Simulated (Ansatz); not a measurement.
**C₄H₃F₅: a ladder of functionals and wavefunction methods**

One table from this session's results is given with a row withheld; the runs are named, their logs left out.

Computed with Ansatz 0.2.0, Gaussian basis. Level: functionals in def2-TZVPP, the program's frozen cores in correlated methods.

Levels to be run: LDA (SPW92), PBE-D4, revPBE-D4, BLYP-D4, r2SCAN-D4, B97M-V, PBE0-D4, B3LYP-D4, r2SCANh-D4, r2SCAN0-D4, HSE06-D4, BHLYP-D4, CAM-B3LYP-D4, LC-ωPBE, ωB97X-V, ωB97M-V, B2PLYP, PBE-QIDH; CCSD(T)/def2-SVP; CCSD(T)/def2-TZVPP; MP2/def2-QZVPP; extrapolation to the limit; RPA on PBE.

**The geometry**

An earlier PBE0-D4 in a triple-zeta def2 set relaxation fixed the geometry.

SMILES `FC1C(F)(F)CC1(F)F`, 12 atoms, charge 0, spin multiplicity 1.

Atoms are counted from 1 here; the program's logs count them from 0.

Bond lengths: F1–C2 1.347 Å, C2–C3 1.541 Å, C2–C7 1.541 Å, C2–H10 1.094 Å, C3–F4 1.344 Å, C3–F5 1.345 Å, C3–C6 1.532 Å, C6–C7 1.532 Å, C6–H11 1.088 Å, C6–H12 1.089 Å, C7–F8 1.344 Å, C7–F9 1.345 Å. Angles: F1–C2–C3 118.3°, F1–C2–C7 118.3°, F1–C2–H10 110.9°, C3–C2–C7 87.3°, C3–C2–H10 110.0°, C7–C2–H10 110.0°, C2–C3–F4 112.5°, C2–C3–F5 115.9°, C2–C3–C6 90.1°, F4–C3–F5 107.9°, F4–C3–C6 113.0°, F5–C3–C6 116.6°, C3–C6–C7 87.9°, C3–C6–H11 115.6°, C3–C6–H12 112.3°, C7–C6–H11 115.6°, C7–C6–H12 112.3°, H11–C6–H12 111.4° and more.

Set-up of the first run:

The input, in.yaml:

```yaml
crystal:
  periodic: [false, false, false]
  atoms:
    - {symbol: F, position_ang: [0.803122, 0.782231, 1.949444]}
    - {symbol: C, position_ang: [-0.063627, 0.490648, 0.960803]}
    - {symbol: C, position_ang: [-0.129070, -0.962963, 0.453054]}
    - {symbol: F, position_ang: [0.987848, -1.656487, 0.730714]}
    - {symbol: F, position_ang: [-1.181308, -1.686680, 0.874548]}
    - {symbol: C, position_ang: [-0.177983, -0.459478, -0.993370]}
    - {symbol: C, position_ang: [0.306418, 0.899917, -0.478169]}
    - {symbol: F, position_ang: [1.628061, 1.082136, -0.638279]}
    - {symbol: F, position_ang: [-0.322765, 1.985888, -0.961308]}
    - {symbol: H, position_ang: [-1.068564, 0.848017, 1.205749]}
    - {symbol: H, position_ang: [0.489838, -0.963170, -1.688681]}
    - {symbol: H, position_ang: [-1.194972, -0.415258, -1.380506]}
basis:
  gaussian: {orbitals: def2-TZVPP}
hamiltonian: {xc: lda}
output: {orbitals: {seedname: orbitals}}
```

Run with:

```sh
ansatz run in.yaml --threads 2 --pin off --events-out ev --progress --plain --max-ram 32768MiB --backend cuda --devices 0, --max-vram 18GiB
```

Steps of the session up to this table: LDA; PBE-D4 (GGA); revPBE-D4 (GGA); BLYP-D4 (GGA); r2SCAN-D4 (meta-GGA); B97M-V (meta-GGA); PBE0-D4 (hybrid); B3LYP-D4 (hybrid); r2SCANh-D4 (hybrid); r2SCAN0-D4 (hybrid); HSE06-D4 (hybrid); BHLYP-D4 (hybrid); CAM-B3LYP-D4 (range-separated); LC-ωPBE (range-separated); ωB97X-V (range-separated); ωB97M-V (range-separated); B2PLYP (double hybrid); PBE-QIDH (double hybrid).

One table of the session follows, with a row left open; its other results are not shown here.

It belongs to the step «Frontier levels by functional». 

| functional | HOMO (eV) | gap (eV) |
| --- | --- | --- |
| LDA (SPW92) | -7.91 | 6.82 |
| PBE-D4 | -7.68 | 6.89 |
| revPBE-D4 | -7.58 | 6.91 |
| BLYP-D4 | -7.63 | 6.96 |
| r2SCAN-D4 | -8.05 | 7.63 |
| B97M-V | -8.21 | 7.76 |
| PBE0-D4 | -9.40 | 9.67 |
| B3LYP-D4 | -9.18 | 9.18 |
| r2SCANh-D4 | -8.69 | 8.64 |
| r2SCAN0-D4 | -9.65 | 10.16 |
| HSE06-D4 | -8.99 | 8.88 |
| BHLYP-D4 | -11.09 | 12.40 |
| CAM-B3LYP-D4 | -10.93 | 12.26 |
| LC-ωPBE | -12.18 | 14.78 |
| ωB97X-V | ? | ? |
| ωB97M-V | -11.76 | 13.97 |

**Question.** Estimate the row for ωB97X-V.

As computed: HOMO (eV): -11.84; gap (eV): 14.34. In the column «HOMO (eV)» it lies between LC-ωPBE (-12.18) and ωB97M-V (-11.76).
